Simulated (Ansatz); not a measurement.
**C2H7AlO3: basis-set convergence**

The task here is to estimate one member of a computed series from the others.

Computed with Ansatz 0.2.0, Gaussian basis. Level: one geometry, several basis sets.

Levels to be run: PBE0-D4/def2-SVP; ωB97M-V/def2-SVP; PBE0-D4/def2-QZVPP; ωB97M-V/def2-QZVPP; the functionals' def2-TZVPP values are taken from earlier runs.

## The geometry

The geometry comes from an earlier relaxation with PBE0-D4 in a triple-zeta def2 set; it is a stationary point, not always the lowest conformer.

SMILES `C[O][Al]([OH])[O]C`, 13 atoms, charge 0, spin multiplicity 1.

Atoms are counted from 1 here; the program's logs count them from 0.

Bond lengths: C1–O2 1.394 Å, C1–H7 1.096 Å, C1–H8 1.097 Å, C1–H9 1.095 Å, O2–Al3 1.680 Å, Al3–O4 1.687 Å, Al3–O5 1.673 Å, O4–H10 0.956 Å, O5–C6 1.392 Å, C6–H11 1.097 Å, C6–H12 1.095 Å, C6–H13 1.096 Å. Angles: O2–C1–H7 110.4°, O2–C1–H8 112.8°, O2–C1–H9 110.0°, H7–C1–H8 107.9°, H7–C1–H9 107.8°, H8–C1–H9 107.8°, C1–O2–Al3 138.6°, O2–Al3–O4 118.7°, O2–Al3–O5 124.6°, O4–Al3–O5 116.7°, Al3–O4–H10 120.7°, Al3–O5–C6 140.0°, O5–C6–H11 112.9°, O5–C6–H12 110.0°, O5–C6–H13 110.4°, H11–C6–H12 107.8°, H11–C6–H13 107.9°, H12–C6–H13 107.8°.

The first run:

File in.yaml:

```yaml
crystal:
  periodic: [false, false, false]
  atoms:
    - {symbol: C, position_ang: [0.385855, -0.959190, 1.832406]}
    - {symbol: O, position_ang: [1.102810, -0.059250, 1.044734]}
    - {symbol: Al, position_ang: [0.909193, 0.787814, -0.393384]}
    - {symbol: O, position_ang: [2.138755, 1.830585, -0.891843]}
    - {symbol: O, position_ang: [-0.431667, 0.676962, -1.387544]}
    - {symbol: C, position_ang: [-1.638718, -0.011324, -1.476766]}
    - {symbol: H, position_ang: [0.867130, -1.943364, 1.822874]}
    - {symbol: H, position_ang: [-0.650049, -1.088092, 1.495269]}
    - {symbol: H, position_ang: [0.358496, -0.610000, 2.870065]}
    - {symbol: H, position_ang: [2.927572, 1.942777, -0.364241]}
    - {symbol: H, position_ang: [-1.736780, -0.800246, -0.720545]}
    - {symbol: H, position_ang: [-1.731184, -0.479684, -2.462397]}
    - {symbol: H, position_ang: [-2.481013, 0.678310, -1.353830]}
basis:
  gaussian: {orbitals: def2-SVP}
hamiltonian: {xc: pbe0, dispersion: d4}
output: {orbitals: {seedname: orbitals}}
```

Command:

```sh
> ansatz run in.yaml --threads 4 --pin off --events-out ev --progress --plain --max-ram 11315MiB
```

Steps of the session up to this table: PBE0-D4 in def2-SVP; ωB97M-V in def2-SVP; PBE0-D4 in def2-QZVPP; ωB97M-V in def2-QZVPP.

One of the session's tables, all rows but one given; the rest of the session is left out.

It belongs to the step «Functionals by basis». 

```
functional       basis  HOMO (eV)  LUMO (eV)
   PBE0-D4    def2-SVP      -7.79       0.01
   PBE0-D4  def2-TZVPP      -7.97      -0.25
   PBE0-D4  def2-QZVPP          ?          ?
   ωB97M-V    def2-SVP     -10.17       1.61
   ωB97M-V  def2-TZVPP     -10.38       1.32
   ωB97M-V  def2-QZVPP     -10.42       0.80
```

**Question.** Estimate the row for PBE0-D4, def2-QZVPP.

The run gave: HOMO (eV): -8.01; LUMO (eV): -0.49. In the column «HOMO (eV)» it lies between ωB97M-V, def2-SVP (-10.17) and PBE0-D4, def2-TZVPP (-7.97).
